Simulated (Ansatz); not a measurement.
**ClF2SSi radical: a ladder of functionals and wavefunction methods**

An exercise on one series of results from a longer session: the logs are not shown, and one member is left open.

Method: functionals in def2-TZVPP, the program's frozen cores in correlated methods; program: Ansatz 0.2.0, Gaussian basis.

Plan: LDA (SPW92), PBE-D4, revPBE-D4, BLYP-D4, r2SCAN-D4, B97M-V, PBE0-D4, B3LYP-D4, r2SCANh-D4, r2SCAN0-D4, HSE06-D4, BHLYP-D4, CAM-B3LYP-D4, LC-ωPBE, ωB97X-V, ωB97M-V, B2PLYP, PBE-QIDH; CCSD(T)/def2-SVP; CCSD(T)/def2-TZVPP; MP2/def2-QZVPP; extrapolation to the limit; RPA on PBE.

## The relaxed structure

An earlier PBE0-D4 in a triple-zeta def2 set relaxation fixed the geometry.

SMILES `F[Si](F)([S])Cl`, 5 atoms, charge 0, spin multiplicity 2.

Atoms are counted from 1 here; the program's logs count them from 0.

Bond lengths: F1–Si2 1.576 Å, Si2–F3 1.576 Å, Si2–S4 2.090 Å, Si2–Cl5 2.018 Å. Angles: F1–Si2–F3 105.5°, F1–Si2–S4 112.7°, F1–Si2–Cl5 109.7°, F3–Si2–S4 112.7°, F3–Si2–Cl5 109.7°, S4–Si2–Cl5 106.4°.

The first run:

The input, in.yaml:

```yaml
crystal:
  periodic: [false, false, false]
  atoms:
    - {symbol: F, position_ang: [0.138916, -0.249718, 1.614786]}
    - {symbol: Si, position_ang: [0.063925, -0.093862, 0.048637]}
    - {symbol: F, position_ang: [1.086455, -1.144858, -0.528054]}
    - {symbol: S, position_ang: [-1.870534, -0.354872, -0.697755]}
    - {symbol: Cl, position_ang: [0.631139, 1.769711, -0.479012]}
basis:
  gaussian: {orbitals: def2-TZVPP}
magnetization: {spin_polarized: true, initial_magnetization: 1}
hamiltonian: {xc: lda}
output: {orbitals: {seedname: orbitals}}
```

Run with:

```
$ ansatz run in.yaml --threads 4 --pin off --events-out ev --progress --plain --max-ram 10444MiB
```

Steps of the session up to this table: LDA; PBE-D4 (GGA); revPBE-D4 (GGA); BLYP-D4 (GGA); r2SCAN-D4 (meta-GGA); B97M-V (meta-GGA); B3LYP-D4 (hybrid); r2SCANh-D4 (hybrid); r2SCAN0-D4 (hybrid); HSE06-D4 (hybrid); BHLYP-D4 (hybrid); CAM-B3LYP-D4 (range-separated); LC-ωPBE (range-separated); ωB97X-V (range-separated); ωB97M-V (range-separated); B2PLYP (double hybrid); PBE-QIDH (double hybrid).

One table of the session follows, with a row left open; its other results are not shown here.

It belongs to the step «Orbital energies across the functionals». 

```
  functional  HOMO (eV)  LUMO (eV)  gap (eV)
 LDA (SPW92)      -7.08      -6.98      0.10
      PBE-D4      -6.98      -6.51      0.47
   revPBE-D4      -6.93      -6.38      0.55
     BLYP-D4      -6.80      -6.43      0.37
   r2SCAN-D4      -7.33      -6.18      1.15
      B97M-V      -7.37      -6.34      1.03
     PBE0-D4      -8.35      -5.42      2.92
    B3LYP-D4      -8.07      -5.78      2.29
  r2SCANh-D4      -7.82      -5.77      2.05
  r2SCAN0-D4      -8.56      -5.16      3.39
    HSE06-D4      -7.94      -5.81      2.12
    BHLYP-D4      -9.52      -4.29      5.23
CAM-B3LYP-D4      -9.72      -4.30      5.42
     LC-ωPBE          ?          ?         ?
     ωB97X-V     -10.79      -3.31      7.47
     ωB97M-V     -10.55      -3.40      7.16
```

**Question.** Estimate the row for LC-ωPBE.

As computed: HOMO (eV): -11.20; LUMO (eV): -2.83; gap (eV): 8.36. In the column «HOMO (eV)» it is the lowest.
